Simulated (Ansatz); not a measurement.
# ClCo: the cost of one run

Computed with Ansatz 0.2.0, Gaussian basis. Level: def2-SVP, all electrons in the functionals, frozen cores in the correlation of double hybrids and RPA.

The runs, in order: wB97M-V, B2PLYP, RPA-PBE, at charge 0, triplet; charge 0, singlet; charge 0, quintet; charge 1, doublet; charge 1, quartet.

16 further runs of the same task are left out: 3 for a known fault of the program, 5 that didn't finish, 8 set aside as unsound or not needed. Runs told in other sessions of the task aren't counted.

## Step 1: The system

The geometry is a PBE0/def2-TZVP stationary point (not a proven minimum).

2 atoms, charge 0, spin multiplicity 3.

Atoms are counted from 1 here; the program's logs count them from 0.

Bond lengths: Co1–Cl2 2.092 Å.

As a file:

```
Co    0.0000    0.0000    0.0000
Cl    0.0000    0.0000    2.0924
```

No dispersion term is added; wB97M-V holds VV10 nonlocal correlation.

The geometry shown and the zero of energy belong to the point charge 0, triplet. The yardstick, UCCSD(T), and other wave-function levels (R restricted, U unrestricted, valence and pair active spaces) come from earlier runs.

## Step 2: wB97M-V, charge 0, triplet

Contents of in.yaml:

```yaml
crystal:
  periodic: [false, false, false]
  atoms:
    - {symbol: Co, position_ang: [0.000000, 0.000000, 0.000000]}
    - {symbol: Cl, position_ang: [0.000000, 0.000000, 2.092400]}
basis:
  gaussian: {orbitals: def2-SVP}
magnetization: {spin_polarized: true, initial_magnetization: 2}
hamiltonian: {xc: {name: wB97M-V}}
output: {forces: true, orbitals: {seedname: orbitals}}
```

Started as:

```bash
$ ansatz run in.yaml --threads 1 --pin off --events-out ev --progress --plain --max-ram 2393MiB
```

**Question.** How long does this run take on 1 thread of Intel Xeon 6975P-C, shared host?

About 20 s.
